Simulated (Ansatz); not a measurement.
# Sr2Cu2NiSe2O2: the cost of one run

Program: Ansatz 0.2.0. Level of theory: DFT PBE+U (U_eff = 6.2 eV on Ni 3d), scalar-relativistic, plane waves, PAW. These are calculated values, not measurements.

## Step 1: The starting structure

It takes space group I4/mmm (No. 139, tetragonal). Conventional cell: a = 4.087 Å, b = 4.087 Å, c = 18.330 Å, α = 90.00°, β = 90.00°, γ = 90.00°. Around Sr (site symmetry 4mm) lie 4 O at 2.60 Å. Ni (site symmetry 4/mmm) is surrounded by 4 O at 2.04 Å. Around Cu (site symmetry -4m2) lie 4 Se at 2.53 Å and 4 Cu at 2.89 Å. Se (site symmetry 4mm) is surrounded by 4 Cu at 2.53 Å. O (site symmetry mmm) has 2 Ni at 2.04 Å and 4 Sr at 2.60 Å as nearest neighbours.

As a file:

```cif
data_structure
_symmetry_space_group_name_H-M 'P 1'
_symmetry_Int_Tables_number 1
_cell_length_a 9.6101
_cell_length_b 9.6101
_cell_length_c 5.7799
_cell_angle_alpha 90.000
_cell_angle_beta 90.000
_cell_angle_gamma 144.998
_cell_volume 306.18
loop_
_atom_site_label
_atom_site_type_symbol
_atom_site_fract_x
_atom_site_fract_y
_atom_site_fract_z
_atom_site_occupancy
Sr1 Sr 0.58758 0.41242 0.00000 1
Sr2 Sr 0.41242 0.58758 0.00000 1
Ni1 Ni 0.00000 0.00000 0.00000 1
Cu1 Cu 0.50000 0.00000 0.75000 1
Cu2 Cu 0.00000 0.50000 0.75000 1
Se1 Se 0.83114 0.16886 0.00000 1
Se2 Se 0.16886 0.83114 0.00000 1
O1 O 0.75000 0.75000 0.75000 1
O2 O 0.25000 0.25000 0.75000 1
Sr3 Sr 0.08758 0.91242 0.50000 1
Sr4 Sr 0.91242 0.08758 0.50000 1
Ni2 Ni 0.50000 0.50000 0.50000 1
Cu3 Cu 0.00000 0.50000 0.25000 1
Cu4 Cu 0.50000 0.00000 0.25000 1
Se3 Se 0.33114 0.66886 0.50000 1
Se4 Se 0.66886 0.33114 0.50000 1
O3 O 0.25000 0.25000 0.25000 1
O4 O 0.75000 0.75000 0.25000 1
```

The moments start at Ni 1.79, -1.79 μB.

## Step 2: Bands and density of states at the final cell

File input.yaml:

```yaml
crystal:
  lattice:
    - [2.043486817, -2.043486817, -9.1652299815]
    - [2.043486817, -2.043486817, 9.1652299815]
    - [-4.0869734834, -4.0869734834, 0.0]
  atoms:
    - { symbol: Sr, position: [-0.4124172915, 0.4124172915, 0.0] }
    - { symbol: Sr, position: [-0.5875827085, 0.5875827085, 0.0] }
    - { symbol: Ni, position: [0.0, 0.0, 0.0], spin: 1.79 }
    - { symbol: Cu, position: [-0.5, 0.0, -0.2500000003] }
    - { symbol: Cu, position: [0.0, 0.5, -0.2500000003] }
    - { symbol: Se, position: [-0.1688609161, 0.1688609161, 0.0] }
    - { symbol: Se, position: [-0.8311390839, 0.8311390839, 0.0] }
    - { symbol: O, position: [-0.2500000002, -0.2500000002, -0.2500000002] }
    - { symbol: O, position: [0.2500000002, 0.2500000002, -0.2500000002] }
    - { symbol: Sr, position: [0.087582708, 0.912417292, 0.5] }
    - { symbol: Sr, position: [-0.087582708, 1.087582708, 0.5] }
    - { symbol: Ni, position: [0.5, 0.5, 0.5], spin: -1.79 }
    - { symbol: Cu, position: [0.0, 0.5, 0.2500000003] }
    - { symbol: Cu, position: [0.5, 1.0, 0.2500000003] }
    - { symbol: Se, position: [0.3311390839, 0.6688609161, 0.5] }
    - { symbol: Se, position: [-0.3311390839, 1.3311390839, 0.5] }
    - { symbol: O, position: [0.2500000002, 0.2500000002, 0.2500000002] }
    - { symbol: O, position: [0.7499999998, 0.7499999998, 0.2500000002] }
basis:
  ecutwfc: 420
  ecutrho_ratio: 4
kpoints:
  mp_grid: { grid: [4, 4, 4] }
  band_path:
    path:
      - [[0.0, 0.0, 0.0], [1.0e-08, 1.0e-08, -0.99999998], [-0.24999999, 0.25000001, -0.99999998], [1.0e-08, 0.50000001, -0.49999998], [0.0, 0.0, 0.0], [-0.5, 0.5, 0.0], [-0.26242787, 0.73757213, -0.47514423]]
      - [[0.26242789, 0.26242789, -0.52485573], [0.0, 0.0, 0.0]]
      - [[1.0e-08, 1.0e-08, -0.99999998], [0.02485576, 0.02485576, -0.99999998]]
      - [[-0.49999999, 0.50000001, -0.95028848], [-0.5, 0.5, 0.0]]
    npoints: 10
hamiltonian:
  xc: pbe
  hubbard: { sites: [{ species: Ni, l: d, u_eff: 6.2 }] }
scf:
  occupations: { method: gaussian, width: 0.05 }
  lower_state_search: "off"
  n_extra_bands: 68
output:
  forces: true
  stress: true
  eigenvalues: true
  populations: true
  hubbard: { sites: [{ species: Ni, l: d }] }
  dos: { projected: true, de: 0.02, nscf_kmesh: { grid: [6, 6, 6] } }
  bader: false
magnetization:
  spin_polarized: true
checkpoint:
  read: start.run
  write: ck
  compress: false
  write_wavefunctions: false
  write_every: 100000
```

It reads its starting density from start.run, saved by an earlier run on this cell.

The run is started by

```bash
$ ansatz run input.yaml --threads 4 --pin off --max-ram 10240MiB --backend cpu --events-out ev --progress --plain --runs-dir out
```

**Question.** How long does this run take on 4 threads of Intel Xeon Platinum 8375C at 2.90GHz (Ice Lake), shared host, and how much memory does it need?

About 3.4 min, with a peak of 7 GiB.
